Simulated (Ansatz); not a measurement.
This script makes an atomisation energy of FGaH2SSi, SMILES [F][Ga]1[SiH2][S]1 with Ansatz 0.2.0, Python API.

`run_tae.py`
```python
'''Energy to split FGaH2SSi into its atoms.'''

from collections import Counter
import logging
import sys

import ansatz as az

logging.basicConfig(stream=sys.stdout, format='%(levelname)s:%(name)s:%(message)s')
log = logging.getLogger('calc')
log.setLevel(logging.INFO)

params = {
    'basis_set': 'cc-pVDZ',
    'functional': 'R2SCAN0',
}


def total_energy(molecule, charge=0, unpaired=0):
    calc = (
        molecule.calculation()
        .basis(gaussian=params['basis_set'])
        .functional(params['functional'])
    )
    if charge:
        calc = calc.charge(charge)
    if unpaired:
        calc = calc.spin('collinear', total=unpaired)
    report = calc.run().report
    if report['published_state_doubts']:
        print('  doubts:', report['published_state_doubts'])
    return report['free_energy_ev']


def main() -> None:
    mol = (
        az.Crystal.molecule()
        .atom('F', (0.0422, -1.4839, 0.767))
        .atom('Ga', (-1.3597, -0.656, -0.1284))
        .atom('Si', (0.356, 0.1564, -0.4457))
        .atom('S', (-0.1055, 0.2606, 1.6323))
        .atom('H', (1.7118, 0.7697, -0.6238))
        .atom('H', (-0.6028, 0.8892, -1.2475))
    )

    # Hund ground states
    unpaired = {'F': 1, 'Ga': 1, 'Si': 2, 'S': 2, 'H': 1}
    counts = Counter(site.symbol for site in mol.cartesian_sites)
    atom_energy = {s: total_energy(az.Crystal.molecule().atom(s, (0, 0, 0)), 0, unpaired[s]) for s in counts}
    whole = total_energy(mol, 0, 0)
    for s, e in atom_energy.items():
        log.info(f'{s:2s} x{counts[s]}  {e:14.5f} eV')
    log.info(f'FGaH2SSi: {whole:.5f} eV')
    split = sum(counts[s] * e for s, e in atom_energy.items()) - whole
    log.info(f'atomisation energy (no zero-point term): {split:.3f} eV, {split / sum(counts.values()):.3f} eV an atom')


if __name__ == '__main__':
    main()
```

What does it cost to take this molecule apart into atoms?

9.660 eV from the electronic energies, without the zero-point term.

What the script printed:

```console
$ python run_tae.py
INFO:calc:F  x1     -2712.47030 eV
INFO:calc:Ga x1    -52374.67288 eV
INFO:calc:Si x1     -7873.29488 eV
INFO:calc:S  x1    -10832.24734 eV
INFO:calc:H  x2       -13.58463 eV
INFO:calc:FGaH2SSi: -73829.51480 eV
INFO:calc:atomisation energy (no zero-point term): 9.660 eV, 1.610 eV an atom
```

Notes:
- Total energies depend on the basis set; only differences at equal settings carry meaning.
- The geometry is a force-field or estimated start, not a minimum of this method, and the basis set is short of its limit. All parts are taken at fixed geometry, without zero-point energy.
- For Al to Cl the sets with a tight d function, cc-pV(X+d)Z, are usual.
- Wall time of the script: 5.9 s on 1 thread of Intel(R) Xeon(R) 6975P-C (Granite Rapids), with other jobs on the host, peak memory 0.28 GiB.

(Lines on the test bed's own set-up are left out of the output.)
